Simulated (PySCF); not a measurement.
# [OsOF3]+: forces at shaken geometries

Aim: move all atoms of relaxed [OsOF3]+ at random and read energies and forces. It is a constructed species; whether it can be made isn't addressed.

The runs use PySCF 2.14.0; B3LYP, Os def2-SVP with ECP60, O def2-SVP, F def2-SVP; scalar-relativistic core potentials, no spin–orbit coupling.

2 further runs of the same task are left out: 2 for a known fault of the program.

### Step 1. Where the work starts

5 atoms, charge 1, spin multiplicity 3.

Bond lengths: Os1–O2 1.655 Å, Os1–F3 1.829 Å, Os1–F4 1.822 Å, Os1–F5 1.822 Å. Angles: O2–Os1–F3 118.4°, O2–Os1–F4 112.5°, O2–Os1–F5 112.5°, F3–Os1–F4 93.7°, F3–Os1–F5 93.7°, F4–Os1–F5 123.5°.

Coordinates:

```xyz
5
F3OOs
Os    0.0683    0.0401   -0.0352
O     1.0133    0.9816    0.9439
F    -1.1045   -1.1242    0.7482
F     1.0164   -1.2823   -0.8556
F    -1.2472    0.9945   -0.8594
```

Formal oxidation states: Os +6. An earlier session relaxed this geometry at B3LYP, Os def2-SVP with ECP60, O def2-SVP, F def2-SVP (triplet, point group Cs).

Its energy there is -464.800790 Eh.

### Step 2. Atoms moved at random, σ = 0.15 Å

run.py (the lines that set the calculation)

```python
mol = gto.M(atom='''
Os    -0.02962     0.02606    -0.07335
O      1.10613     0.84230     0.94589
F     -1.22236    -1.14102     1.02458
F      1.16342    -1.25611    -1.27016
F     -1.27137     1.13848    -0.68509''',
    basis={'Os': 'def2-SVP', 'O': 'def2-SVP', 'F': 'def2-SVP'},
    ecp={'Os': 'def2-SVP'},
    charge=1, spin=2)
mf = dft.UKS(mol, xc='B3LYP')
mf.grids.atom_grid = (50, 194)
mf = mf.density_fit()  # fitting sets: Os def2-universal-JKFIT, O def2-universal-JKFIT, F def2-universal-JKFIT
mf.conv_tol = 1e-08; mf.max_cycle = 55
mf.kernel(dm0)  # dm0: the density of the relaxed state
```

The run is started by

```bash
OMP_NUM_THREADS=2 python run.py
```

### Step 3. Atoms moved at random, σ = 0.1 Å

run.py (the lines that set the calculation)

```python
mol = gto.M(atom='''
Os     0.02256    -0.10946    -0.03156
O      0.96299     1.00581     0.92231
F     -1.18609    -1.07335     0.83812
F      1.12324    -1.24459    -0.77023
F     -1.17651     1.03128    -1.01676''',
    basis={'Os': 'def2-SVP', 'O': 'def2-SVP', 'F': 'def2-SVP'},
    ecp={'Os': 'def2-SVP'},
    charge=1, spin=2)
mf = dft.UKS(mol, xc='B3LYP')
mf.grids.atom_grid = (50, 194)
mf = mf.density_fit()  # fitting sets: Os def2-universal-JKFIT, O def2-universal-JKFIT, F def2-universal-JKFIT
mf.conv_tol = 1e-08; mf.max_cycle = 55
mf.kernel(dm0)  # dm0: the density of the relaxed state
```

### Step 4. Atoms moved at random, σ = 0.03 Å

run.py (the lines that set the calculation)

```python
mol = gto.M(atom='''
Os     0.10704     0.05888    -0.05541
O      0.97830     0.98085     1.03656
F     -1.11871    -1.10549     0.72524
F      1.03251    -1.32476    -0.89475
F     -1.25295     1.00022    -0.86976''',
    basis={'Os': 'def2-SVP', 'O': 'def2-SVP', 'F': 'def2-SVP'},
    ecp={'Os': 'def2-SVP'},
    charge=1, spin=2)
mf = dft.UKS(mol, xc='B3LYP')
mf.grids.atom_grid = (50, 194)
mf = mf.density_fit()  # fitting sets: Os def2-universal-JKFIT, O def2-universal-JKFIT, F def2-universal-JKFIT
mf.conv_tol = 1e-08; mf.max_cycle = 55
mf.kernel(dm0)  # dm0: the density of the relaxed state
```

Q: Predict the outcome of this session. Wanted: for each run, σ; energy rise; harmonic estimate −½ F·u; largest force component.

As calculated:

| σ (Å) | energy rise (eV) | harmonic estimate −½ F·u (eV) | largest force component (eV/Å) |
| --- | --- | --- | --- |
| 0.15 | 1.674 | 1.458 | 4.48 |
| 0.1 | 0.620 | 0.535 | 7.47 |
| 0.03 | 0.103 | 0.103 | 1.15 |

Every displacement raises the energy. For a harmonic well the rise equals −½ F·u; the two differ by at most 14 % here (a move with σ = 0.1 Å), from anharmonicity, the grid and the small forces left at the relaxed point. These are double-zeta-type bases without diffuse functions. Spin–orbit coupling is left out for this open shell, where it can reorder the states. Open shells may have lower solutions than the one found.
